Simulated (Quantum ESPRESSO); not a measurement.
# Au in Quantum ESPRESSO: work function with PBEsol+D3

Aim: the work function of Au with PBEsol+D3.

All numbers are computed with Quantum ESPRESSO 7.5; they aren't measurements. Logs are shortened: lines on timing, memory, paths and dates and some standing lists are left out, and cuts for length are marked.

### Step 1. The slab as given

The cell holds a slab with vacuum, 7 atoms: a = 2.823 Å, b = 2.920 Å, c = 29.680 Å, α = 90.00°, β = 90.00°, γ = 118.91°.

The slab is cut from a database's or a generator's crystal, which needn't be the stable form of the element.

### Step 2. Work function, PBEsol+D3

File pw.in:

```
&CONTROL
  calculation = 'scf'
  prefix = 'pwscf'
  outdir = './tmp'
  pseudo_dir = './pseudo'
  tprnfor = .true.
  disk_io = 'low'
  verbosity = 'high'
/
&SYSTEM
  ibrav = 0
  celldm(1) = 8
  nat = 7
  ntyp = 1
  ecutwfc = 40
  ecutrho = 200
  nbnd = 51
  occupations = 'smearing'
  smearing = 'gaussian'
  degauss = 0.00999582
  vdw_corr = 'grimme-d3'
  dftd3_version = 3
/
&ELECTRONS
  conv_thr = 7d-09
  electron_maxstep = 150
  mixing_beta = 0.3
  mixing_mode = 'local-TF'
  tqr = .true.
/
ATOMIC_SPECIES
Au   196.9666 au_pbesol_v1.uspp.F.UPF
CELL_PARAMETERS alat
  0.6667473277013   0.0000000000000   0.0000000000000
 -0.3333736638506   0.6037516762670   0.0000000000000
  0.0000000000000   0.0000000000000   7.0107679002640
ATOMIC_POSITIONS crystal
Au     0.3346720300    0.6693440600    0.2526995997
Au     0.6653279700    0.3306559400    0.3351330665
Au     0.3346720300    0.6693440600    0.4175665332
Au     0.6653279700    0.3306559400    0.5000000000
Au     0.3346720300    0.6693440600    0.5824334668
Au     0.6653279700    0.3306559400    0.6648669335
Au     0.3346720300    0.6693440600    0.7473004003
K_POINTS automatic
11 11 1 0 0 0
```

File pp_density.in:

```
&INPUTPP
  prefix = 'pwscf'
  outdir = './tmp'
  filplot = 'density.dat'
  plot_num = 0
/
&PLOT
  nfile = 1
  filepp(1) = 'density.dat'
  iflag = 3
  output_format = 6
  fileout = 'density.cube'
/
```

File pp_potential.in:

```
&INPUTPP
  prefix = 'pwscf'
  outdir = './tmp'
  filplot = 'potential.dat'
  plot_num = 11
/
&PLOT
  nfile = 1
  filepp(1) = 'potential.dat'
  iflag = 3
  output_format = 6
  fileout = 'potential.cube'
/
```

Potentials or basis: GBRV 1.5 PBEsol.

Run with:

```bash
$ OMP_NUM_THREADS=1 mpirun -n 2 pw.x -nk 2 -in pw.in > pw.out
$ OMP_NUM_THREADS=1 mpirun -n 1 pp.x -in pp_density.in > pp_density.out
$ OMP_NUM_THREADS=1 mpirun -n 1 pp.x -in pp_potential.in > pp_potential.out
```

pw.out:

```text
This program is part of the open-source Quantum ESPRESSO suite
     for quantum simulation of materials; please cite
         "P. Giannozzi et al., J. Phys.:Condens. Matter 21 395502 (2009);
         "P. Giannozzi et al., J. Phys.:Condens. Matter 29 465901 (2017);
         "P. Giannozzi et al., J. Chem. Phys. 152 154105 (2020);
     in publications or presentations arising from this work. More details at

     Message from routine setup:
     using ibrav=0 with symmetry is DISCOURAGED, use correct ibrav instead

     K-points division:     npool     =       2
     Subspace diagonalization in iterative solution of the eigenvalue problem:
     a serial algorithm will be used

     G-vector sticks info
     --------------------
     sticks:   dense  smooth     PW     G-vecs:    dense   smooth      PW
     Sum         413     329    105                68977    49337    8963

     Using Slab Decomposition

     bravais-lattice index     =            0
     lattice parameter (alat)  =       8.0000  a.u.
     unit-cell volume          =    1444.9579 (a.u.)^3
     number of atoms/cell      =            7
     number of atomic types    =            1
     number of electrons       =        77.00
     number of Kohn-Sham states=           51
     kinetic-energy cutoff     =      40.0000  Ry
     charge density cutoff     =     200.0000  Ry
     scf convergence threshold =      7.0E-09
     mixing beta               =       0.3000
     number of iterations used =            8  local-TF  mixing
     Exchange-correlation= SLA  PW   PSX  PSC
                           (   1   4  10   8   0   0   0)

     celldm(1)=   8.000000  celldm(2)=   0.000000  celldm(3)=   0.000000
     celldm(4)=   0.000000  celldm(5)=   0.000000  celldm(6)=   0.000000

     crystal axes: (cart. coord. in units of alat)
               a(1) = (   0.666747   0.000000   0.000000 )
               a(2) = (  -0.333374   0.603752   0.000000 )
               a(3) = (   0.000000   0.000000   7.010768 )

     reciprocal axes: (cart. coord. in units 2 pi/alat)
               b(1) = (  1.499819  0.828155 -0.000000 )
               b(2) = (  0.000000  1.656310  0.000000 )
               b(3) = (  0.000000 -0.000000  0.142638 )

     PseudoPot. # 1 for Au read from file:
     au_pbesol_v1.uspp.F.UPF
     Pseudo is Ultrasoft + core correction, Zval = 11.0
     Generated by new atomic code, or converted to UPF format
     Using radial grid of  985 points,  7 beta functions with:
                l(1) =   0
                l(2) =   0
                l(3) =   1
                l(4) =   1
                l(5) =   2
                l(6) =   2
                l(7) =   3
     Q(r) pseudized with  6 coefficients,  rinner =    1.900   1.900   1.900
                                                       1.900   1.900   1.900
                                                       1.900

     atomic species   valence    mass     pseudopotential
     Au               11.00   196.96660     Au( 1.00)

      4 Sym. Ops. (no inversion) found

                                    s                        frac. trans.

      isym =  1     identity

 cryst.   s( 1) = (     1          0          0      )
                  (     0          1          0      )
                  (     0          0          1      )

 cart.    s( 1) = (  1.0000000  0.0000000  0.0000000 )
                  (  0.0000000  1.0000000  0.0000000 )
                  (  0.0000000  0.0000000  1.0000000 )

      isym =  2     180 deg rotation - cart. axis [0,1,0]

 cryst.   s( 2) = (    -1          0          0      )
                  (     1          1          0      )
                  (     0          0         -1      )

 cart.    s( 2) = ( -1.0000000  0.0000000  0.0000000 )
                  (  0.0000000  1.0000000  0.0000000 )
                  (  0.0000000  0.0000000 -1.0000000 )

      isym =  3     inv. 180 deg rotation - cart. axis [0,0,1]

 cryst.   s( 3) = (     1          0          0      )
                  (     0          1          0      )
                  (     0          0         -1      )

 cart.    s( 3) = (  1.0000000  0.0000000  0.0000000 )
                  (  0.0000000  1.0000000  0.0000000 )
                  (  0.0000000  0.0000000 -1.0000000 )

[... 98 lines left out ...]
        k(    5) = (   0.0000000   0.3636364   0.0000000), wk =   0.0330579
        k(    6) = (   0.0000000   0.4545455   0.0000000), wk =   0.0330579
[... 28 lines left out ...]
        k(   35) = (   0.4545455  -0.3636364   0.0000000), wk =   0.0661157
        k(   36) = (   0.4545455  -0.2727273   0.0000000), wk =   0.0661157

     Dense  grid:    68977 G-vectors     FFT dimensions: (  25,  25, 256)

     Smooth grid:    49337 G-vectors     FFT dimensions: (  24,  24, 225)
     Real space treatment of Q(r)

     Check: negative core charge=   -0.000005

     Initializing real-space augmentation for DENSE grid

     Initial potential from superposition of free atoms

     starting charge      76.9992, renormalised to      77.0000

     negative rho (up, down):  4.410E-05 0.000E+00
     Starting wfcs are   63 randomized atomic wfcs

     Self-consistent Calculation

     iteration #  1     ecut=    40.00 Ry     beta= 0.30
     Davidson diagonalization with overlap

---- Real-time Memory Report at c_bands before calling an iterative solver
           311 MiB given to the printing process from OS
           276 MiB allocation reported by mallinfo(arena+hblkhd)
------------------
     ethr =  1.00E-02,  avg # of iterations =  4.9

     Threshold (ethr) on eigenvalues was too large:
     Diagonalizing with lowered threshold

     Davidson diagonalization with overlap

---- Real-time Memory Report at c_bands before calling an iterative solver
           337 MiB given to the printing process from OS
           286 MiB allocation reported by mallinfo(arena+hblkhd)
------------------
     ethr =  6.70E-04,  avg # of iterations =  1.2
[... 233 lines left out ...]
---- Real-time Memory Report at c_bands before calling an iterative solver
           353 MiB given to the printing process from OS
           321 MiB allocation reported by mallinfo(arena+hblkhd)
------------------
     ethr =  1.01E-11,  avg # of iterations =  1.4

     negative rho (up, down):  7.395E-05 0.000E+00

     End of self-consistent calculation

          k = 0.0000 0.0000 0.0000 (  6273 PWs)   bands (ev):

    -3.2180  -2.7725  -2.1448  -1.5258  -1.0818  -0.8481  -0.8387   1.3844
     1.4039   1.4586   1.4642   1.5483   1.5799   1.6570   1.7519   1.8166
     1.9422   1.9448   1.9893   2.0049   2.0958   2.1759   2.2624   2.4472
     2.4547   2.4753   2.7983   2.9891   3.0789   3.2640   3.3890   3.5581
     3.6332   3.6523   3.7962   3.8685   3.9802   4.0494   4.0591   4.1466
     4.1500   5.4357   5.9348   9.6835  10.5546  10.7854  12.0675  12.0867
    13.9766  14.3519  16.3918
[... 666 lines left out ...]
     occupation numbers
     1.0000   1.0000   1.0000   1.0000   1.0000   1.0000   1.0000   1.0000
     1.0000   1.0000   1.0000   1.0000   1.0000   1.0000   1.0000   1.0000
     1.0000   1.0000   1.0000   1.0000   1.0000   1.0000   1.0000   1.0000
     1.0000   1.0000   1.0000   1.0000   1.0000   1.0000   1.0000   1.0000
     1.0000   1.0000   1.0000   1.0000   0.9960   0.5728   0.0000   0.0000
     0.0000   0.0000   0.0000   0.0000   0.0000   0.0000   0.0000   0.0000
     0.0000   0.0000   0.0000

     the Fermi energy is     6.0457 ev

!    total energy              =    -803.37997700 Ry
     estimated scf accuracy    <          4.5E-09 Ry
     smearing contrib. (-TS)   =      -0.00186065 Ry
     internal energy E=F+TS    =    -803.37811635 Ry

     The total energy is F=E-TS. E is the sum of the following terms:
     one-electron contribution =   -4857.98177927 Ry
     hartree contribution      =    2499.63033201 Ry
     xc contribution           =    -433.51656939 Ry
     ewald contribution        =    1988.69443610 Ry
     DFT-D3 Dispersion         =      -0.20453580 Ry

     convergence has been achieved in  18 iterations

     negative rho (up, down):  7.395E-05 0.000E+00

     Forces acting on atoms (cartesian axes, Ry/au):

     atom    1 type  1   force =     0.00000000    0.00052127    0.01145456
     atom    2 type  1   force =     0.00000000   -0.00100020    0.00701766
     atom    3 type  1   force =     0.00000000    0.00093230   -0.00209466
     atom    4 type  1   force =     0.00000000   -0.00090673    0.00000000
     atom    5 type  1   force =     0.00000000    0.00093230    0.00209466
     atom    6 type  1   force =     0.00000000   -0.00100020   -0.00701766
     atom    7 type  1   force =     0.00000000    0.00052127   -0.01145456
     The non-local contrib.  to forces
     atom    1 type  1   force =     0.00000000    0.00010911    0.03208786
     atom    2 type  1   force =     0.00000000   -0.00014925   -0.00991421
     atom    3 type  1   force =     0.00000000    0.00052584   -0.00006549
     atom    4 type  1   force =     0.00000000   -0.00053242    0.00000000
     atom    5 type  1   force =     0.00000000    0.00052584    0.00006549
     atom    6 type  1   force =     0.00000000   -0.00014925    0.00991421
     atom    7 type  1   force =     0.00000000    0.00010911   -0.03208786
     The ionic contribution  to forces
     atom    1 type  1   force =    -0.00000000    0.04657531 -149.40845651
     atom    2 type  1   force =     0.00000000   -0.09314995  -99.85456254
     atom    3 type  1   force =    -0.00000000    0.09314995  -49.92646192
     atom    4 type  1   force =     0.00000000   -0.09315063    0.00000000
     atom    5 type  1   force =    -0.00000000    0.09314995   49.92646192
     atom    6 type  1   force =     0.00000000   -0.09314995   99.85456254
     atom    7 type  1   force =    -0.00000000    0.04657531  149.40845651
     The local contribution  to forces
     atom    1 type  1   force =    -0.00000000   -0.04601025  149.36288410
     atom    2 type  1   force =     0.00000000    0.09186703   99.87107102
     atom    3 type  1   force =    -0.00000000   -0.09226318   49.92530649
     atom    4 type  1   force =     0.00000000    0.09240574    0.00000000
     atom    5 type  1   force =    -0.00000000   -0.09226318  -49.92530649
     atom    6 type  1   force =     0.00000000    0.09186703  -99.87107102
     atom    7 type  1   force =    -0.00000000   -0.04601025 -149.36288410
     The core correction contribution to forces
     atom    1 type  1   force =    -0.00000000   -0.00030267    0.02237103
     atom    2 type  1   force =    -0.00000000    0.00074117   -0.00170562
     atom    3 type  1   force =    -0.00000000   -0.00078589   -0.00085555
     atom    4 type  1   force =    -0.00000000    0.00067988    0.00000000
     atom    5 type  1   force =    -0.00000000   -0.00078589    0.00085555
     atom    6 type  1   force =     0.00000000    0.00074117    0.00170562
     atom    7 type  1   force =    -0.00000000   -0.00030267   -0.02237103
     The Hubbard contrib.    to forces
     atom    1 type  1   force =     0.00000000    0.00000000    0.00000000
     atom    2 type  1   force =     0.00000000    0.00000000    0.00000000
     atom    3 type  1   force =     0.00000000    0.00000000    0.00000000
     atom    4 type  1   force =     0.00000000    0.00000000    0.00000000
     atom    5 type  1   force =     0.00000000    0.00000000    0.00000000
     atom    6 type  1   force =     0.00000000    0.00000000    0.00000000
     atom    7 type  1   force =     0.00000000    0.00000000    0.00000000
     The SCF correction term to forces
     atom    1 type  1   force =     0.00000000    0.00000025   -0.00001013
     atom    2 type  1   force =    -0.00000000   -0.00000212    0.00002045
     atom    3 type  1   force =     0.00000000    0.00000199   -0.00002927
     atom    4 type  1   force =     0.00000000   -0.00000181    0.00000000
     atom    5 type  1   force =    -0.00000000    0.00000199    0.00002927
     atom    6 type  1   force =     0.00000000   -0.00000212   -0.00002045
     atom    7 type  1   force =     0.00000000    0.00000025    0.00001013

     DFT-D3 dispersion contribution to forces:
     atom    1 type  1   force =    -0.00000000    0.00015172    0.00257821
     atom    2 type  1   force =     0.00000000   -0.00030488    0.00210857
     atom    3 type  1   force =    -0.00000000    0.00030579    0.00001108
     atom    4 type  1   force =     0.00000000   -0.00030527    0.00000000
     atom    5 type  1   force =    -0.00000000    0.00030579   -0.00001108
     atom    6 type  1   force =     0.00000000   -0.00030488   -0.00210857
     atom    7 type  1   force =    -0.00000000    0.00015172   -0.00257821

     Total force =     0.019359     Total SCF correction =     0.000053

     DFT-D3 dispersion Force =     0.004764

=------------------------------------------------------------------------------=
   JOB DONE.
=------------------------------------------------------------------------------=
```

Run time: 4.6 min. Hardware: 2 MPI ranks of Arm Neoverse V1, shared host; peak memory 0.72 GiB.

Results:

- Free energy: -10930.5414 eV
- Largest force: 0.295 eV/Å
- Band gap on the k mesh: none (metal or under the smearing width)
- Work function of the upper face: 5.44 eV
- Work function of the lower face: 5.44 eV

Forces in eV/Å, atoms in the order of the input:
```
Au   0.000  0.013  0.295
Au   0.000 -0.026  0.180
Au   0.000  0.024 -0.054
Au   0.000 -0.023  0.000
Au   0.000  0.024  0.054
Au   0.000 -0.026 -0.180
Au   0.000  0.013 -0.295
```

Caveat: real space augmentation costs some meV and hundredths of eV per Å.
